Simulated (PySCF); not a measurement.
**AuSCl: relaxation and vibrations of the triplet**

Where does triplet AuSCl go from a PBE0 minimum start, is the end point a minimum, and what are its modes, charges and moments?

Method: PBE0, basis Au def2-SVP with ECP60, S def2-SVP, Cl def2-SVP, scalar-relativistic core potentials, no spin–orbit coupling, density fitting; program: PySCF 2.14.0.

## Step 1: Starting geometry

3 atoms, charge 0, spin multiplicity 3.

Bond lengths: Au1–S2 2.180 Å, Au1–Cl3 2.252 Å. Angles: S2–Au1–Cl3 180.0°.

Z-matrix (Å, degrees; charge 0 multiplicity 3):
```
Au
S  1 2.1801
Cl 1 2.2521 2 180.00
```

## Step 2: Finding the electronic state

The steps below are one call of a driver around PySCF. For each, scf.py gives the equivalent set-up of the SCF; relaxations use the driver's own optimiser. After this first run the driver tries any further starts and a stability analysis.

scf.py

```python
from pyscf import gto, scf, dft
mol = gto.M(atom='''
Au     0.034290     0.000000     0.000000
S      2.214430     0.000000    -0.000000
Cl    -2.217820     0.000000     0.000000''',
    basis={'Au': 'def2-SVP', 'S': 'def2-SVP', 'Cl': 'def2-SVP'},
    ecp={'Au': 'def2-SVP'},
    charge=0, spin=2)
mf = dft.UKS(mol, xc='PBE0')
mf.grids.atom_grid = (50, 194)
aux = {'Au': 'def2-universal-JKFIT', 'S': 'def2-universal-JKFIT', 'Cl': 'def2-universal-JKFIT'}
mf = mf.density_fit(auxbasis=aux)
mf.conv_tol = 1e-08
mf.diis_space = 10
mf.max_cycle = 60
mf.init_guess = 'minao'
mf.verbose = 4
mf.kernel()
```

On the command line:

```bash
$ OMP_NUM_THREADS=2 python axn.py task.json out
```

Standard output:

```text
init E= -981.875044506959
[... the frontier-level lines of each cycle are left out ...]
cycle= 1 E= -992.439888655872  delta_E= -10.6  |g|= 1.38  |ddm|= 7.15
cycle= 2 E= -978.596522715816  delta_E= 13.8  |g|= 4.35  |ddm|= 7.38
cycle= 3 E= -993.507360257375  delta_E= -14.9  |g|= 0.296  |ddm|= 6.46
cycle= 4 E= -993.446290026936  delta_E= 0.0611  |g|= 0.432  |ddm|= 0.959
cycle= 5 E= -993.565788560771  delta_E= -0.119  |g|= 0.0629  |ddm|= 0.564
cycle= 6 E= -993.567862054727  delta_E= -0.00207  |g|= 0.0187  |ddm|= 0.0892
cycle= 7 E= -993.568048690197  delta_E= -0.000187  |g|= 0.00578  |ddm|= 0.0267
cycle= 8 E= -993.568068026033  delta_E= -1.93e-05  |g|= 0.00163  |ddm|= 0.01
cycle= 9 E= -993.568068739928  delta_E= -7.14e-07  |g|= 0.00113  |ddm|= 0.00225
cycle= 10 E= -993.56806960117  delta_E= -8.61e-07  |g|= 8.88e-05  |ddm|= 0.00163
cycle= 11 E= -993.568069617193  delta_E= -1.6e-08  |g|= 2.43e-05  |ddm|= 0.000416
cycle= 12 E= -993.568069618155  delta_E= -9.62e-10  |g|= 1.07e-05  |ddm|= 6.82e-05
Extra cycle  E= -993.568069618555  delta_E= -4.01e-10  |g|= 1.17e-05  |ddm|= 5.63e-05
converged SCF energy = -993.568069618555  <S^2> = 2.0084434  2S+1 = 3.0056237
```

This step, with its further starts and checks, ran for 8.5 s (2 threads of Arm Neoverse V1, shared host).

The starts that the driver tried:

| start | energy (Eh) |
| --- | --- |
| the minimal-basis guess | -993.568070 |
| a thermally smeared density | -993.568070 |
| a smeared PBE density | -993.568070 |

No lower solution of this spin turned up from the other starts or in the test of internal stability.

## Step 3: PBE0 minimum start, triplet: relaxation

The program finds C∞v symmetry in the start, which this walk keeps.

Changes to scf.py since step 2:

```diff
@@ -3,3 +3,3 @@
-Au     0.034290     0.000000     0.000000
-S      2.214430     0.000000    -0.000000
-Cl    -2.217820     0.000000     0.000000''',
+Au     0.034293     0.000000     0.000000
+S      2.214433     0.000000     0.000000
+Cl    -2.217817     0.000000     0.000000''',
@@ -16 +15,0 @@
-mf.init_guess = 'minao'
```

Energy and gradient, step by step:

| step | energy (Eh) | change (kJ/mol) | largest symmetric gradient (Eh/bohr) |
| --- | --- | --- | --- |
| 0 | -993.568070 | 0.00 | 0.00016 |

The walk took 1.3 s.

Positions (Å) and forces (eV/Å) along the way:

```
step 0
Au   0.034   0.000   0.000   0.008   0.000   0.000
S    2.214   0.000   0.000  -0.001   0.000   0.000
Cl  -2.218   0.000   0.000  -0.007   0.000   0.000
```

End point (C∞v, 0 steps, 0.0 kJ/mol gained): Au–Cl 2.252 Å, Au–S 2.180 Å; Cl–Au–S 180.0°.

## Step 4: Vibrations and properties at this point

The point is checked on the finer grid, and tightened if its gradient asks for it. The Hessian and the dipole derivatives come from central differences of analytic gradients, with steps of 0.02 bohr.

Changes to scf.py since step 3:

```diff
@@ -10 +10 @@
-mf.grids.atom_grid = (50, 194)
+mf.grids.atom_grid = (75, 302)
@@ -13 +13 @@
-mf.conv_tol = 1e-08
+mf.conv_tol = 1e-10
```

This SCF starts from the last density.

SCF at the final geometry:

```text
init E= -993.568097717428
[... the frontier-level lines of each cycle are left out ...]
cycle= 1 E= -993.56809771742  delta_E= 7.96e-12  |g|= 3.55e-06  |ddm|= 6.7e-06
Extra cycle  E= -993.568097717369  delta_E= 5.09e-11  |g|= 9.65e-06  |ddm|= 1.68e-05
converged SCF energy = -993.568097717369  <S^2> = 2.008443  2S+1 = 3.0056234
```

The whole step took 24 s.

Geometry: C∞v; Au–Cl 2.252 Å, Au–S 2.180 Å; Cl–Au–S 180.0°.

Modes, for the most abundant isotopes:

```csv
symmetry,ω (cm⁻¹),IR (km/mol),μ (u),type
π,97,0.6,42.15,bend
σ+,374,31.8,35.86,stretch
σ+,421,0.0,38.92,stretch
```

All wavenumbers are real: a minimum.

Constants and moments:

```
Dipole moment                                                   : 2.96 D
Highest occupied level                                          : -8.28 eV
Lowest empty level                                              : -5.30 eV
Rotational constants                                            : 0.05124 cm⁻¹
Zero-point energy                                               : 5.9 kJ/mol
Principal polarisabilities                                      : 34.7, 34.7, 126.5 bohr³
Atomisation energy without zero-point energy                    : 512 kJ/mol
Principal traceless quadrupole moments about the centre of mass : -2.68, 1.34, 1.34 D Å
Entropy at 298.15 K and 1 bar (electronic part: spin only)      : 302.5 J/(mol K)
Heat capacity Cp at 298.15 K                                    : 57.8 J/(mol K)
Enthalpy at 298.15 K above 0 K                                  : 14.21 kJ/mol
Rotational symmetry number                                      : 1
Spin squared ⟨S²⟩                                               : 2.008
```

Populations by atom (charges in e):

```csv
atom,Mulliken,Löwdin,polar tensor,spin (Mulliken),Mayer order to Au1
Au1,0.15,-0.34,0.28,0.24,–
S2,0.08,0.34,0.18,1.57,1.23
Cl3,-0.23,0.00,-0.46,0.18,0.95
```

Outer orbital energies (eV). α occupied: -10.56, -10.56, -9.82, -9.82, -9.73, -9.13, -8.28, -8.28; empty: -0.42, 0.40, 0.40, 2.21. β occupied: -11.47, -11.47, -10.37, -10.37, -9.43, -9.00, -8.34, -8.34; empty: -5.30, -5.30, -0.10, 0.56.

Mulliken populations on Au1 (outside its core potential): s 3.06, p 6.28, d 9.49, f 0.01.

## Step 5: Outcome

| quantity | value |
| --- | --- |
| minimum | triplet, C∞v |
| geometry | Au–Cl 2.252 Å, Au–S 2.180 Å; Cl–Au–S 180.0° |
| wavenumbers (cm⁻¹) | 97 (π), 374 (σ+), 421 (σ+) |
| dipole moment | 2.96 D |
| highest occupied, lowest empty level (either spin) | -8.28, -5.30 eV |
| polar-tensor charge of Au1 | +0.28 e |
| zero-point energy | 5.9 kJ/mol |
| entropy at 298.15 K | 302.5 J/(mol K) |
| atomisation energy (no zero-point energy) | 512 kJ/mol |
| ⟨S²⟩ | 2.008 |

In words: The PBE0 minimum start keeps its C∞v symmetry and ends in a minimum. In the infrared the band at 374 cm⁻¹ (σ+, stretch) leads. Most of the spin sits on S2 (Mulliken spin 1.57, against 2 for the whole molecule). Other starts or spin states, not run here, may lie lower. Open d and f shells are described by one determinant, and the ground state may have another occupation or spin. With an element this heavy the missing spin–orbit coupling can shift these numbers.

The search up to here took 33 s.
